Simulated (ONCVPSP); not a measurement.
# An ONCV potential for arsenic, from input to tests

Task: generate the file, and judge it by its errors in other configurations, its logarithmic derivatives, its ghosts and its cutoff.

Program: ONCVPSP 4.0.1. Reference atom: PBEsol, scalar-relativistic, spherical and spin-unpolarised. All values are calculated.

## Step 1: The design

The settings as typed:

```json
{
  "element": "arsenic (As, Z = 33)",
  "type": "optimised norm-conserving Vanderbilt (ONCV)",
  "frozen core": "[Ar] 3d10",
  "valence charge": "5",
  "reference configuration": "4s2 4p3",
  "partial waves": "4s: rc 1.30 bohr, ncon 4, nbas 9, qcut 5.5 1/bohr, 2 projectors, debl 3.3 Ha; 4p: rc 1.70 bohr, ncon 4, nbas 8, qcut 4.8 1/bohr, 2 projectors, debl 3.6 Ha; d scattering state at 0.22 Ha: rc 1.65 bohr, ncon 4, nbas 8, qcut 6.4 1/bohr, 1 projector",
  "local potential": "polynomial inside 0.95 bohr (lpopt 4, dvloc0 0 Ha)",
  "core correction": "not asked for"
}
```

An earlier all-electron run gives the scale for the radii.

All-electron outer shells of the reference configuration (PBEsol, scalar-relativistic, ld1.x):

```json
{"shell": "3p", "level (eV)": "-133.47", "outermost node (bohr)": "0.22", "outermost maximum (bohr)": "0.52"}
{"shell": "3d", "level (eV)": "-40.64", "outermost node (bohr)": "–", "outermost maximum (bohr)": "0.47"}
{"shell": "4s", "level (eV)": "-14.50", "outermost node (bohr)": "0.73", "outermost maximum (bohr)": "1.61"}
{"shell": "4p", "level (eV)": "-5.20", "outermost node (bohr)": "0.78", "outermost maximum (bohr)": "1.97"}
```

## Step 2: Generating the potential

Input file As.dat:

```
# ATOM AND REFERENCE CONFIGURATION
# atsym  z   nc   nv     iexc    psfile
  As 33.00    6    2  -116133      upf
#
#   n    l    f
    1    0    2.00
    2    0    2.00
    2    1    6.00
    3    0    2.00
    3    1    6.00
    3    2   10.00
    4    0    2.00
    4    1    3.00
#
# PSEUDOPOTENTIAL AND OPTIMIZATION
# lmax
    2
#
#   l,   rc,      ep,       ncon, nbas, qcut
    0    1.30    0.00    4    9    5.50
    1    1.70    0.00    4    8    4.80
    2    1.65    0.22    4    8    6.40
#
# LOCAL POTENTIAL
# lloc, lpopt,  rc(5),   dvloc0
    4    4    0.95    0.00
#
# VANDERBILT-KLEINMAN-BYLANDER PROJECTORs
# l, nproj, debl
    0    2    3.30
    1    2    3.60
    2    1    2.20
#
# MODEL CORE CHARGE
# icmod, fcfact, rcfact
    0    0.00    0.00
#
# LOG DERIVATIVE ANALYSIS
# epsh1, epsh2, depsh
   -2.00    5.00    0.02
#
# OUTPUT GRID
# rlmax, drl
    6.00    0.01
#
# TEST CONFIGURATIONS
# ncnf
    4
# nvcnf
#   n    l    f
    2
    4    0    2.00
    4    1    2.00
#
    2
    4    0    2.00
    4    1    1.00
#
    2
    4    0    2.00
    4    1    0.00
#
    2
    4    0    1.00
    4    1    4.00
#
```

Launch:

```console
$ oncvpsp.x < As.dat > As.out
```

Q: Predict the outcome of this session. Wanted: cutoffs for 1 and 0.1 mHa per electron, occupied waves; bound ghosts; GHOST(+) flags; largest test error; largest phase difference near zero energy, channels read.

As calculated:

```
                                                quantity                     value
  cutoffs for 1 and 0.1 mHa per electron, occupied waves          25 Ha and 133 Ha
                                            bound ghosts          s at -4344.64 eV
                                          GHOST(+) flags  s at 104 eV, p at 192 eV
                            largest test error (AE − PS)      -67 meV, for 4s2 4p0
largest phase difference near zero energy, channels read                 0.037 rad
```

What this shows: It has a bound ghost (s), a state that the atom doesn't have, and that rules the file out. By total energies transferability is fair: the largest error is 67 meV on 54.8 eV, for 4s2 4p0. That test lies far up in energy; among those under 40 eV, nearer to bonding, the largest error is 27 meV. The potential is of middling hardness: the looser tolerance needs 25 Ha. The tighter tolerance needs 133 Ha, and converged work needs a cutoff nearer that. At the looser tolerance the 4s wave is the slowest; 4p needs 9 Ha. Of the channels read, d scatters worst near zero energy, by up to 0.04 rad. The program also flags highly localised states, GHOST(+) (s, p). All of this concerns the isolated atom, not yet a solid.
